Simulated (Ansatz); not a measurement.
Working through vertical energies of changing the electron count of F2GeH2S, SMILES [F][GeH]([F])[SH]

Program: the Ansatz DFT code, driven from Python.

At the Python prompt:
```pycon
>>> import ansatz
>>> def single_point(molecule, charge=0, unpaired=0):
...     calc = molecule.calculation().basis(gaussian="def2-SVPD").functional("pbe0", dispersion="d4")
...     if charge:
...         calc = calc.charge(charge)
...     if unpaired:
...         calc = calc.spin("collinear", total=unpaired)
...     return calc.run(threads=1, backend="cpu").report["free_energy_ev"]
...
>>> geometry_ang = [
...     ("F", [1.837, -0.0311, -0.4931]),
...     ("Ge", [0.1783, -0.5124, -0.0276]),
...     ("F", [-0.789, -0.8995, -1.4723]),
...     ("S", [-0.7504, 1.1332, 1.0903]),
...     ("H", [0.2964, -1.7712, 0.8592]),
...     ("H", [-0.7302, 2.017, -0.0027]),
... ]
>>> f2geh2s = ansatz.Crystal.molecule()
>>> for symbol, xyz in geometry_ang:
...     f2geh2s = f2geh2s.atom(symbol, xyz)
...
>>> # delta-SCF style differences, no relaxation
>>> parent = single_point(f2geh2s, 0, 0)
>>> cation = single_point(f2geh2s, 1, 1)
>>> print(f"E(N)   = {parent:.5f} eV")
E(N)   = -72792.34909 eV
>>> print(f"E(N-1) = {cation:.5f} eV  (1 unpaired)")
E(N-1) = -72781.48898 eV  (1 unpaired)
>>> print(f"vertical ionisation energy {cation - parent:.3f} eV")
vertical ionisation energy 10.860 eV
>>> anion = single_point(f2geh2s, -1, 1)
>>> print(f"E(N+1) = {anion:.5f} eV  (1 unpaired)")
E(N+1) = -72792.02013 eV  (1 unpaired)
>>> print(f"vertical electron affinity {parent - anion:.3f} eV" + ("" if anion < parent else " (unbound in this basis)"))
vertical electron affinity -0.329 eV (unbound in this basis)
>>> print(f"fundamental gap IP - EA = {cation + anion - 2 * parent:.3f} eV")
fundamental gap IP - EA = 11.189 eV
```

At this unrelaxed geometry removing an electron costs 10.86 eV and an added one is unbound in this basis (by 0.33 eV).

Total energies depend on the basis set; only differences at equal settings carry meaning. The geometry is a force-field or estimated start, not a minimum of this method, and the basis set is short of its limit. All parts are taken at fixed geometry, without zero-point energy. At an unrelaxed start these energies can be a whole eV from those at the minimum, and a small affinity can change sign. A negative electron affinity means that the anion is unbound here; its size hangs on the basis and tends to about zero as the basis grows, and so does its part in any gap built on it. Hardware and time: 31 s on 1 thread of Arm Neoverse V2, on a shared host, peak memory 0.5 GiB.
